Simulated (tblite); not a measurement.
# C20H26I (bis(4-tert-butylphenyl)iodonium): the cost of one run

Programs: tblite 0.8.0 and PySCF 2.14.0, with routines of our own; each step states its level. All values are computed. Atoms count from 0.

## (1) The system as given

47 atoms, charge 1, multiplicity 1; geometry from: force field, distance geometry or constructed start.

## (2) Geometry optimisation with GFN2-xTB

Job settings and geometry (Å):

```
{"job": {"kind": "relax", "xc": "GFN2-xTB", "basis": "xTB"}, "charge": 1, "multiplicity": 1}
C     -7.072900     1.559800     0.337500
C     -6.476500     0.209700    -0.109800
C     -7.000800    -0.881900     0.857000
C     -6.973000    -0.079000    -1.541300
C     -4.931600     0.197100    -0.080400
C     -4.237700    -0.971800    -0.470200
C     -2.837800    -1.012700    -0.465300
C     -2.099500     0.110600    -0.080900
I      0.005300     0.022700    -0.035500
C      2.105400    -0.059100     0.013800
C      2.767000    -1.237000    -0.338400
C      4.161700    -1.307500    -0.280100
C      4.928100    -0.190000     0.142900
C      6.474100    -0.220300     0.213800
C      7.053300     0.874100    -0.710100
C      6.916400     0.051400     1.676000
C      7.076500    -1.575600    -0.215000
C      4.235000     0.983300     0.497200
C      2.840900     1.049800     0.441700
C     -2.762700     1.270400     0.315600
C     -4.164800     1.324800     0.311800
H     -8.189500     1.528000     0.307700
H     -6.747900     2.385300    -0.331100
H     -6.786200     1.801800     1.380800
H     -6.621100    -0.706500     1.885900
H     -6.704300    -1.896900     0.535400
H     -8.116400    -0.862000     0.890500
H     -6.562700     0.666300    -2.245300
H     -6.665200    -1.093400    -1.879800
H     -8.081000    -0.039000    -1.579400
H     -4.764700    -1.860400    -0.773500
H     -2.329700    -1.921700    -0.755000
H      2.200300    -2.100900    -0.655800
H      4.623600    -2.242100    -0.561900
H      8.168000     0.840600    -0.706700
H      6.708800     0.716100    -1.757700
H      6.748900     1.886600    -0.392900
H      6.473200    -0.697800     2.354400
H      6.610800     1.057400     2.010200
H      8.020000    -0.003400     1.760900
H      6.811500    -1.813300    -1.266100
H      8.191600    -1.560400    -0.144200
H      6.724300    -2.397000     0.440000
H      4.771500     1.866500     0.828700
H      2.327900     1.960600     0.727300
H     -2.199300     2.139000     0.619000
H     -4.618300     2.247700     0.621200
```

Launch:

```sh
OMP_NUM_THREADS=1 python large_run.py task.json out
```

The driver reads the jobs from task.json and runs them one after another.

**Question.** How long does this first job take on 1 thread of Intel Xeon Platinum 8259CL at 2.50GHz, shared host, and how much memory does it need?

About 14 s, with a peak of 0.19 GiB.
